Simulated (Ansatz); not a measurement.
**Ga on graphene monolayer: hop by a lattice vector of the surface**

Wanted: the energy profile along the hop by a lattice vector of the surface, from relaxed end points and a band of images. The slab cell is 3×3, 1 layer thick, and the adsorbate is set down on it by hand.

Method: DFT PBE, plane waves, PAW, scalar-relativistic, collinear spin, in Ansatz 0.2.0.

## 1. The starting structure

The cell holds 19 atoms (C18Ga): a = 7.398 Å, b = 7.398 Å, c = 12.000 Å, α = 90.00°, β = 90.00°, γ = 120.00°.

The coordinates stand in the first input below.

## 2. Relaxing end A

The input, input.yaml:

```yaml
crystal:
  lattice:
    - [7.398, 0.0, 0.0]
    - [-3.699, 6.406856, 0.0]
    - [0.0, 0.0, 12.0]
  atoms:
    - { symbol: C, position: [0.0, 0.0, 0.0833333] }
    - { symbol: C, position: [0.2222222, 0.1111111, 0.0833333] }
    - { symbol: C, position: [0.0, 0.3333333, 0.0833333] }
    - { symbol: C, position: [0.2222222, 0.4444444, 0.0833333] }
    - { symbol: C, position: [0.0, 0.6666667, 0.0833333] }
    - { symbol: C, position: [0.2222222, 0.7777778, 0.0833333] }
    - { symbol: C, position: [0.3333333, 0.0, 0.0833333] }
    - { symbol: C, position: [0.5555556, 0.1111111, 0.0833333] }
    - { symbol: C, position: [0.3333333, 0.3333333, 0.0833333] }
    - { symbol: C, position: [0.5555556, 0.4444444, 0.0833333] }
    - { symbol: C, position: [0.3333333, 0.6666667, 0.0833333] }
    - { symbol: C, position: [0.5555556, 0.7777778, 0.0833333] }
    - { symbol: C, position: [0.6666667, 0.0, 0.0833333] }
    - { symbol: C, position: [0.8888889, 0.1111111, 0.0833333] }
    - { symbol: C, position: [0.6666667, 0.3333333, 0.0833333] }
    - { symbol: C, position: [0.8888889, 0.4444444, 0.0833333] }
    - { symbol: C, position: [0.6666667, 0.6666667, 0.0833333] }
    - { symbol: C, position: [0.8888889, 0.7777778, 0.0833333] }
    - { symbol: Ga, position: [0.1611374, 0.8550186, 0.235], spin: 1.0 }
magnetization:
  spin_polarized: true
basis:
  ecutwfc: 420.0
kpoints:
  mp_grid: { grid: [2, 2, 1] }
hamiltonian:
  xc: pbe
scf:
  occupations: { method: gaussian, width: 0.05 }
  lower_state_search: "off"
relax:
  f_tol: 0.03
  max_steps: 60
  adjacent_minimum: "off"
```

Started as:

```
$ ansatz run input.yaml --threads 2 --pin off --max-ram 5120MiB --backend cpu --events-out ev --progress --plain --runs-dir out
```

The log of the run, cut to the lines that bear on the results:

```text
Warning: RAYON_NUM_THREADS=2 ignored (pool sized by the plan → 2); use --threads N
[...]
Pseudopotentials: kind: paw
Pseudopotential: C, paw, valence charge 4, recommended cutoff 420 eV (normal), C.paw.azcp
Pseudopotential: Ga, paw, valence charge 13, recommended cutoff 420 eV (normal), Ga.paw.azcp
Functional definition: PBE
[...]
Crystal: 19 atoms, lattice volume = 568.775 Å³
Basis set: ecut = 420 eV, 11177 PW (Γ), exchange–correlation on 100×100×162 points (8 copies of the dense FFT grid, shifted against one another)
Bands: 62, of which v1, the nominal top of the filled ones, is band 43 counted from 1 (42 counted from 0)
Symmetry: 1 space group operations
Space group: P1 (ITA 1), of the structure as read, at distance tolerance 8.3e-5 Å
Magnetic group: BNS 1.1 (UNI 1), of the structure as read, at distance tolerance 8.3e-5 Å
k-points: 4
[...]
Starting moments: Σ|m| = 1 μB on 1 of 19 sites
[...]
SCF iter   1: F=—  HF=-8308.308989 eV  |F-HF|=—  |Δ(HF+E_count)|=         —  Δρ=4.03e-2 (↑4.03e-2 ↓3.92e-2)  dr2=2.82e1  dr2_m=2.01e0  M=0.000 μB ∫|m|=0.085 μB  β_m=0.30  ethr=3.10e-3  ⟨swp⟩=8.6  Hψ=2733  notcnv=0  defer=60
[...]
spin=Collinear: Resta preconditioning applied to the charge; magnetization (m = ρ↑ − ρ↓) channel mixes plain (no charge-response kernel on spin).
[...]
spin-set hold released at iteration 6 (site moments contracting): the magnetisation degrees of freedom join the quasi-Newton model from the next iteration; the mixer history was flushed
[...]
WARN: the starting moments were not kept: the SCF closed with an absolute magnetisation of 1.6e-4 μB, where they sum to 1 μB in size (1 site). That is at most 0.1 of that sum. Measured as dr2_m measures the in/out step, that magnetisation stands 1.1e-9 eV from none, at or under the [...]
relax step   1: F+E_penalty+E_count = -8297.56427472 eV  Δ(F+E_penalty+E_count) = +0.000e0 eV  max|allowed force component| = 4.514e0 eV/Å  Δτ_max = 0.0000 Å  (11 SCF iters, dr2 threshold 2.25e-5 eV, accepted)
[...]
Starting moments: Σ|m| = 1 μB on 1 of 19 sites; this step starts from the density that it was given
[...]
spin=Collinear: Resta preconditioning applied to the charge; magnetization (m = ρ↑ − ρ↓) channel mixes plain (no charge-response kernel on spin).
[...]
SCF iter   4: F=—  HF=-8298.064067 eV  |F-HF|=—  |Δ(HF+E_count)|=   1.11e-3  Δρ=1.78e-4 (↑1.28e-4 ↓1.78e-4)  dr2=3.44e-4  dr2_m=9.13e-5  M=0.000 μB ∫|m|=0.003 μB  β_m=0.55  ethr=1.44e-5  ⟨swp⟩=2.0  Hψ=695  notcnv=0  defer=106
[...]
```

## 3. The output, continued: end point A relaxed

The log, continued, cut to the lines that bear on the results:

```text
SCF iter   5: F=-8298.064088 eV  HF=-8298.064086 eV  |F-HF|=2.23e-6  |Δ(HF+E_count)|=   1.85e-5  Δρ=5.33e-5 (↑4.03e-5 ↓5.33e-5)  dr2=2.30e-5  dr2_m=6.60e-6  M=0.000 μB ∫|m|=0.002 μB  β_m=0.62  ethr=1.18e-7  ⟨swp⟩=2.9  Hψ=1701  notcnv=0
[...]
relax step   2: F+E_penalty+E_count = -8298.06409549 eV  Δ(F+E_penalty+E_count) = -4.998e-1 eV  max|allowed force component| = 2.237e0 eV/Å  Δτ_max = 0.1424 Å  (8 SCF iters, dr2 threshold 1.00e-4 eV, accepted)
[...]
relax step   5: F+E_penalty+E_count = -8298.38035354 eV  Δ(F+E_penalty+E_count) = -2.241e-2 eV  max|allowed force component| = 3.202e-2 eV/Å  Δτ_max = 0.2000 Å  (10 SCF iters, dr2 threshold 2.43e-6 eV, accepted)
[...]
relax step   6: F+E_penalty+E_count = -8298.38147407 eV  Δ(F+E_penalty+E_count) = -1.121e-3 eV  max|allowed force component| = 4.792e-3 eV/Å  Δτ_max = 0.0505 Å  (9 SCF iters, accepted)
[...]
    - { symbol: C, position: [0.33643053649178, 0.3325868881636387, 0.08173678532323284] }
    - { symbol: C, position: [0.5581558974317722, 0.44268161812772777, 0.08153108551696613] }
    - { symbol: C, position: [0.3364299202301045, 0.6644081927640164, 0.0816979550068084] }
    - { symbol: C, position: [0.5581499816624576, 0.7760341328362588, 0.08153043588415748] }
    - { symbol: C, position: [0.6692499281002777, -0.0017680758779880159, 0.08152908912880322] }
    - { symbol: C, position: [0.8909782050905003, 0.10985953500356017, 0.08176224960819614] }
    - { symbol: C, position: [0.6692543268750972, 0.3315825683550711, 0.08151824770938843] }
    - { symbol: C, position: [0.8909777710533459, 0.4416796599683188, 0.08170255942663511] }
    - { symbol: C, position: [0.6682512217497838, 0.664407422002346, 0.08174430116913677] }
    - { symbol: C, position: [0.8901524663346024, 0.7753724573101519, 0.08214076274774809] }
    - { symbol: Ga, position: [0.1145284358593433, 0.8865680295702754, 0.26283003387273296] }
```

Wall time 31 s (2 threads of Intel Xeon 6975P-C (Granite Rapids), shared host); peak memory 1 GiB.

The steps of the relaxation:

```
step  energy from step 1 (eV/cell)  largest force component (eV/Å)
   1                        0.0000                          4.5138
   2                       -0.4998                          2.2373
   3                       -0.7503                          0.3319
   4                       -0.7937                          0.1970
   5                       -0.8161                          0.0320
   6                       -0.8172                          0.0048
```

Step 1 is the start.

The atom that moved most is Ga19, by 0.60 Å.

## 4. The band

crystal.atoms is end A as relaxed above, and neb.final_atoms is the same geometry shifted by the lattice vector, with the slab's atoms relabelled. With 5 inner images the band has 7 in all.

The input, input.yaml:

```yaml
crystal:
  lattice:
    - [7.398, 0.0, 0.0]
    - [-3.699, 6.406856, 0.0]
    - [0.0, 0.0, 12.0]
  atoms:
    - { symbol: C, position: [0.00192448, -0.00109046, 0.08216656] }
    - { symbol: C, position: [0.22546211, 0.11068308, 0.08213036] }
    - { symbol: C, position: [0.00260633, 0.3315872, 0.08152938] }
    - { symbol: C, position: [0.22480394, 0.44268737, 0.08152931] }
    - { symbol: C, position: [0.00191817, 0.66359537, 0.08208458] }
    - { symbol: C, position: [0.22546621, 0.77536749, 0.08206346] }
    - { symbol: C, position: [0.33723968, -0.0010837, 0.08207522] }
    - { symbol: C, position: [0.55915788, 0.10985973, 0.08169703] }
    - { symbol: C, position: [0.33643054, 0.33258689, 0.08173679] }
    - { symbol: C, position: [0.5581559, 0.44268162, 0.08153109] }
    - { symbol: C, position: [0.33642992, 0.66440819, 0.08169796] }
    - { symbol: C, position: [0.55814998, 0.77603413, 0.08153044] }
    - { symbol: C, position: [0.66924993, -0.00176808, 0.08152909] }
    - { symbol: C, position: [0.89097821, 0.10985954, 0.08176225] }
    - { symbol: C, position: [0.66925433, 0.33158257, 0.08151825] }
    - { symbol: C, position: [0.89097777, 0.44167966, 0.08170256] }
    - { symbol: C, position: [0.66825122, 0.66440742, 0.0817443] }
    - { symbol: C, position: [0.89015247, 0.77537246, 0.08214076] }
    - { symbol: Ga, position: [0.11452844, 0.88656803, 0.26283003] }
magnetization:
  spin_polarized: true
basis:
  ecutwfc: 420.0
kpoints:
  mp_grid: { grid: [2, 2, 1] }
hamiltonian:
  xc: pbe
scf:
  occupations: { method: gaussian, width: 0.05 }
  lower_state_search: "off"
neb:
  images: 5
  f_tol: 0.05
  initial_path: idpp
  max_iterations: 80
  final_atoms:
    - { symbol: C, position: [0.00258326, -0.00176808, 0.08152909] }
    - { symbol: C, position: [0.22431154, 0.10985954, 0.08176225] }
    - { symbol: C, position: [0.00258766, 0.33158257, 0.08151825] }
    - { symbol: C, position: [0.2243111, 0.44167966, 0.08170256] }
    - { symbol: C, position: [0.00158455, 0.66440742, 0.0817443] }
    - { symbol: C, position: [0.2234858, 0.77537246, 0.08214076] }
    - { symbol: C, position: [0.33525781, -0.00109046, 0.08216656] }
    - { symbol: C, position: [0.55879544, 0.11068308, 0.08213036] }
    - { symbol: C, position: [0.33593966, 0.3315872, 0.08152938] }
    - { symbol: C, position: [0.55813727, 0.44268737, 0.08152931] }
    - { symbol: C, position: [0.3352515, 0.66359537, 0.08208458] }
    - { symbol: C, position: [0.55879954, 0.77536749, 0.08206346] }
    - { symbol: C, position: [0.67057301, -0.0010837, 0.08207522] }
    - { symbol: C, position: [0.89249121, 0.10985973, 0.08169703] }
    - { symbol: C, position: [0.66976387, 0.33258689, 0.08173679] }
    - { symbol: C, position: [0.89148923, 0.44268162, 0.08153109] }
    - { symbol: C, position: [0.66976325, 0.66440819, 0.08169796] }
    - { symbol: C, position: [0.89148331, 0.77603413, 0.08153044] }
    - { symbol: Ga, position: [0.44786177, 0.88656803, 0.26283003] }
  order_check: true
```

Started as:

```
$ ansatz run input.yaml --threads 2 --pin off --max-ram 5120MiB --backend cpu --events-out ev --progress --plain --runs-dir out
```

The log of the run, cut to the lines that bear on the results:

```text
Warning: neb: disabling space-group detection — the band's intermediate images generally break the endpoint symmetry, so no spatial operation reduces the k-mesh or symmetrises the density, except that a semilocal band can use its path's symmetry ahead of convergence; time reversal is [...]
Warning: RAYON_NUM_THREADS=2 ignored (pool sized by the plan → 2); use --threads N
[...]
Pseudopotentials: kind: paw
Pseudopotential: C, paw, valence charge 4, recommended cutoff 420 eV (normal), C.paw.azcp
Pseudopotential: Ga, paw, valence charge 13, recommended cutoff 420 eV (normal), Ga.paw.azcp
Functional definition: PBE
[...]
parallel-image band execution: 2 concurrent image workers
NEB image 0
Crystal: 19 atoms, lattice volume = 568.775 Å³
Basis set: ecut = 420 eV, 11177 PW (Γ), exchange–correlation on 100×100×162 points (8 copies of the dense FFT grid, shifted against one another)
Bands: 62, of which v1, the nominal top of the filled ones, is band 43 counted from 1 (42 counted from 0)
Symmetry: 1 space group operations
k-points: 4
[...]
spin=Collinear: Resta preconditioning applied to the charge; magnetization (m = ρ↑ − ρ↓) channel mixes plain (no charge-response kernel on spin).
[...]
NSCF: frozen V_eff on 4 k-points
NEB image 6
[...]
spin=Collinear: Resta preconditioning applied to the charge; magnetization (m = ρ↑ − ρ↓) channel mixes plain (no charge-response kernel on spin).
[...]
NSCF: frozen V_eff on 4 k-points
NEB end point (image 0): max|allowed force component| = 4.807e-3 eV/Å (the criterion of neb.relax_end_points is 1.000e-2)
NEB end point (image 6): max|allowed force component| = 4.807e-3 eV/Å (the criterion of neb.relax_end_points is 1.000e-2)
NEB image 1
SCF iter   1: F=—  HF=-8310.879360 eV  |F-HF|=—  |Δ(HF+E_count)|=         —  Δρ=3.48e-2 (↑3.48e-2 ↓3.48e-2)  dr2=3.08e1  dr2_m=0.00e0  M=0.000 μB ∫|m|=0.000 μB  β_m=0.30  ethr=3.10e-3  ⟨swp⟩=7.8  Hψ=1326  notcnv=0  defer=24
[...]
spin=Collinear: Resta preconditioning applied to the charge; magnetization (m = ρ↑ − ρ↓) channel mixes plain (no charge-response kernel on spin).
NEB image 2
[...]
spin=Collinear: Resta preconditioning applied to the charge; magnetization (m = ρ↑ − ρ↓) channel mixes plain (no charge-response kernel on spin).
NEB image 3
```

## 5. The log goes on: band between the two ends

The log, continued, cut to the lines that bear on the results:

```text
[...]
spin=Collinear: Resta preconditioning applied to the charge; magnetization (m = ρ↑ − ρ↓) channel mixes plain (no charge-response kernel on spin).
NEB image 4
[...]
spin=Collinear: Resta preconditioning applied to the charge; magnetization (m = ρ↑ − ρ↓) channel mixes plain (no charge-response kernel on spin).
NEB image 5
[...]
spin=Collinear: Resta preconditioning applied to the charge; magnetization (m = ρ↑ − ρ↓) channel mixes plain (no charge-response kernel on spin).
NEB iter   1: max|band force component| = 9.734e-1 eV/Å  barrier→ = 0.3014 eV  barrier← = 0.3014 eV  Δτ_max = 0.2000 Å  (74 SCF iters)
[...]
NEB iter   2: max|band force component| = 4.727e-1 eV/Å  barrier→ = 0.1717 eV  barrier← = 0.1717 eV  CI = image 3  Δτ_max = 0.0787 Å  (40 SCF iters)
[...]
NEB point 5 about image 3
[...]
spin=Collinear: Resta preconditioning applied to the charge; magnetization (m = ρ↑ − ρ↓) channel mixes plain (no charge-response kernel on spin).
NEB point 6 about image 3
[...]
spin=Collinear: Resta preconditioning applied to the charge; magnetization (m = ρ↑ − ρ↓) channel mixes plain (no charge-response kernel on spin).
NEB point 7 about image 3
[...]
spin=Collinear: Resta preconditioning applied to the charge; magnetization (m = ρ↑ − ρ↓) channel mixes plain (no charge-response kernel on spin).
NEB point 8 about image 3
[...]
spin=Collinear: Resta preconditioning applied to the charge; magnetization (m = ρ↑ − ρ↓) channel mixes plain (no charge-response kernel on spin).
NEB point 9 about image 3
[...]
spin=Collinear: Resta preconditioning applied to the charge; magnetization (m = ρ↑ − ρ↓) channel mixes plain (no charge-response kernel on spin).
NEB point 10 about image 3
[...]
spin=Collinear: Resta preconditioning applied to the charge; magnetization (m = ρ↑ − ρ↓) channel mixes plain (no charge-response kernel on spin).
NEB point 11 about image 3
```

## 6. The log goes on: band between the two ends

The log, continued, cut to the lines that bear on the results:

```text
[...]
spin=Collinear: Resta preconditioning applied to the charge; magnetization (m = ρ↑ − ρ↓) channel mixes plain (no charge-response kernel on spin).
NEB point 12 about image 3
[...]
spin=Collinear: Resta preconditioning applied to the charge; magnetization (m = ρ↑ − ρ↓) channel mixes plain (no charge-response kernel on spin).
NEB point 13 about image 3
[...]
spin=Collinear: Resta preconditioning applied to the charge; magnetization (m = ρ↑ − ρ↓) channel mixes plain (no charge-response kernel on spin).
NEB point 14 about image 3
[...]
spin=Collinear: Resta preconditioning applied to the charge; magnetization (m = ρ↑ − ρ↓) channel mixes plain (no charge-response kernel on spin).
NEB point 15 about image 3
[...]
spin=Collinear: Resta preconditioning applied to the charge; magnetization (m = ρ↑ − ρ↓) channel mixes plain (no charge-response kernel on spin).
NEB point 16 about image 3
[...]
    - { symbol: C, position: [0.3354455881191995, 0.33068252001279985, 0.08175511443076558] }
    - { symbol: C, position: [0.5575487731829452, 0.44139801267099665, 0.08127178987992359] }
    - { symbol: C, position: [0.3357563922503348, 0.662645986538615, 0.08170103431860619] }
    - { symbol: C, position: [0.5578364714355623, 0.7743616427054839, 0.08150719193172577] }
    - { symbol: C, position: [0.6690981766894055, -0.0033099047975892956, 0.0817734649404762] }
    - { symbol: C, position: [0.890894704326565, 0.10808932059412062, 0.08189781294576791] }
    - { symbol: C, position: [0.668936761460377, 0.33068383651427424, 0.08175635860547258] }
    - { symbol: C, position: [0.8905316010120847, 0.4408376180168185, 0.08192764866180073] }
    - { symbol: C, position: [0.6684476225510085, 0.6631950228000516, 0.08144190729193193] }
    - { symbol: C, position: [0.8902241404724123, 0.7743616546550656, 0.08150457592904439] }
    - { symbol: Ga, position: [0.2938209667148216, 0.913634086059596, 0.26876995469369025] }
```

Wall time 2.1 min (2 threads of Intel Xeon 6975P-C (Granite Rapids), shared host); peak memory 2 GiB.

[end of part 1 of 2]
